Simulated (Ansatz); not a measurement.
# C₂H₂BCl: taking an electron away

Aim: the vertical ionisation energy of C₂H₂BCl, as cation minus neutral at the neutral's geometry, on several levels, and how well −ε(HOMO) stands in for it.

Method: unrestricted cation, the program's frozen cores in correlated methods; program: Ansatz 0.2.0, Gaussian basis.

Levels to be run: UKS PBE-D4/def2-TZVPP; UKS r2SCAN-D4/def2-TZVPP; UKS PBE0-D4/def2-TZVPP; UKS B3LYP-D4/def2-TZVPP; UKS wB97X-V/def2-TZVPP; UKS wB97M-V/def2-TZVPP; UKS B2PLYP/def2-TZVPP; UHF-CCSD(T)/def2-TZVPP; UHF-MP2/def2-QZVPP; extrapolation to the limit; then −ε(HOMO) from the neutral's earlier runs with LDA (SPW92), PBE-D4, revPBE-D4, BLYP-D4, r2SCAN-D4, B97M-V, PBE0-D4, B3LYP-D4, r2SCANh-D4, r2SCAN0-D4, HSE06-D4, BHLYP-D4, CAM-B3LYP-D4, LC-ωPBE, ωB97X-V, ωB97M-V.

**1. The geometry**

The geometry comes from an earlier relaxation with PBE0-D4 in a triple-zeta def2 set; it is a stationary point.

SMILES `ClB1C=C1`, 6 atoms, charge 0, spin multiplicity 1.

Atoms are counted from 1 here; the program's logs count them from 0.

Bond lengths: Cl1–B2 1.727 Å, B2–C3 1.463 Å, B2–C4 1.463 Å, C3–C4 1.351 Å, C3–H5 1.082 Å, C4–H6 1.082 Å. Angles: Cl1–B2–C3 152.5°, Cl1–B2–C4 152.5°, C3–B2–C4 55.0°, B2–C3–C4 62.5°, B2–C3–H5 159.4°, C4–C3–H5 138.1°, B2–C4–C3 62.5°, B2–C4–H6 159.4°, C3–C4–H6 138.1°.

**2. Cation, UKS PBE-D4/def2-TZVPP**

in.yaml reads:

```yaml
crystal:
  periodic: [false, false, false]
  atoms:
    - {symbol: Cl, position_ang: [-1.122416, -0.607792, 2.192845]}
    - {symbol: B, position_ang: [-0.355860, -0.202517, 0.699329]}
    - {symbol: C, position_ang: [0.403070, 0.699683, -0.166306]}
    - {symbol: C, position_ang: [0.036791, -0.495882, -0.678721]}
    - {symbol: H, position_ang: [0.941767, 1.581812, -0.484923]}
    - {symbol: H, position_ang: [0.138748, -1.039304, -1.608323]}
basis:
  gaussian: {orbitals: def2-TZVPP}
total_charge: 1
magnetization: {spin_polarized: true, initial_magnetization: 1}
hamiltonian: {xc: pbe, dispersion: d4}
```

On the command line:

```
ansatz run in.yaml --threads 2 --pin off --events-out ev --progress --plain --max-ram 4352MiB
```

The runs that follow: Cation, UKS r2SCAN-D4/def2-TZVPP; Cation, UKS PBE0-D4/def2-TZVPP; Cation, UKS B3LYP-D4/def2-TZVPP; Cation, UKS wB97X-V/def2-TZVPP; Cation, UKS wB97M-V/def2-TZVPP; Cation, UKS B2PLYP (frozen core)/def2-TZVPP; Cation, UHF-CCSD(T)/def2-TZVPP; Cation, UHF-MP2/def2-QZVPP.

Q: Predict the results of all the runs planned. Wanted: ionisation energy, CCSD(T)/CBS; nearest functional by difference; nearest −ε(HOMO); −ε(HOMO) of PBE; T1 of the cation.

**Answer**, as computed:

| quantity | value |
| --- | --- |
| ionisation energy, CCSD(T)/CBS | 10.39 eV |
| nearest functional by difference | ωB97X-V (-0.12 eV) |
| nearest −ε(HOMO) | LC-ωPBE (+0.10 eV) |
| −ε(HOMO) of PBE | 6.44 eV |
| T1 of the cation | 0.025 |

In words: By cation minus neutral, the functionals miss by 0.58 eV at most. −ε(HOMO) of PBE misses by 3.9 eV, since self-interaction lifts the level. Among orbital estimates LC-ωPBE comes nearest. Hartree-Fock falls 0.56 eV short, as the neutral has more correlation energy than the cation.
